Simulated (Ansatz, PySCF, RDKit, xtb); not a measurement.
# C5H3BClN: which of the isomers drawn lies lowest?

Which of a sample of isomers of C5H3BClN is the most stable in the gas at 298.15 K, and what are its properties? The sample is small against all isomers, and the most stable one of this formula need not be in it.

Plan: many cheap relaxations first (GFN2-xTB), then density-functional screening, relaxation at r2SCAN-D4/def2-SVP, vibrations (at GFN2-xTB) and a final energy. The numbers are computed, not measured.

## (1) Candidates

Isomers were taken from a list of plausible structures; this is a sample, not all of them. That gives 10 candidates.

```tsv
label	SMILES	spin
c052	N#CC1=C(Cl)BC=C1	singlet
c185	N#CC1=CC=CB1Cl	singlet
c357	N#CC1=CBC=C1Cl	singlet
c406	N#CC1=CBC(Cl)=C1	singlet
c527	N#CC1=CC(Cl)=CB1	singlet
c556	N#CC1=CC=C(Cl)B1	singlet
c582	N#CC1=CB(Cl)C=C1	singlet
c594	N#CC1=C(Cl)C=CB1	singlet
c664	N#CB1C=CC=C1Cl	singlet
c975	N#CB1C=CC(Cl)=C1	singlet
```

Candidates are built by distance geometry, with a force field where one applies, in up to four conformers (letters a to d).

**Question.** With final energies at CCSD(T)/def2-SVP + MP2/def2-TZVPP - MP2/def2-SVP, which structure will this search put lowest in free energy, and by what margin?

| quantity | value |
| --- | --- |
| lowest structure found | N#CC1=CC=CB1Cl, singlet |
| next finalist | N#CC1=CB(Cl)C=C1, singlet, 1.8 kcal/mol higher in G |
| share at equilibrium, among the finalists | 95.2 % |
| dipole moment (PBE0/def2-SVPD) | 5.20 D |
| HOMO energy (PBE0/def2-SVPD) | -7.44 eV |
| LUMO energy (PBE0/def2-SVPD) | -3.87 eV |
| HOMO–LUMO gap (PBE0/def2-SVPD) | 3.57 eV |
| lowest excitation (TD-PBE0/def2-SVPD) | 2.46 eV (f = 0.021) |
| strongest of the states computed, same level | 6.22 eV (f = 0.257) |
| lowest triplet excitation, same level, Tamm-Dancoff | 1.37 eV |
| vertical ionisation energy | 9.27 eV |
| vertical electron affinity | 2.14 eV |
| vertical triplet less singlet | +1.45 eV |

The lowest structure found is `N#CC1=CC=CB1Cl`. The margin, 1.8 kcal/mol, is modest. GFN2-xTB, HF/STO-3G, r2SCAN-D4/def2-SVP, r2SCAN-D4/def2-SVP, relaxed, HF/def2-SVP and MP2/def2-SVP already put its bonding pattern lowest among the structures in one piece. The search is not exhaustive (a finite list of starts, one conformer a finalist), so a lower isomer can't be ruled out. Only 10 drawn patterns were tried, so whole families of isomers are missing, and the result ranks this sample alone.
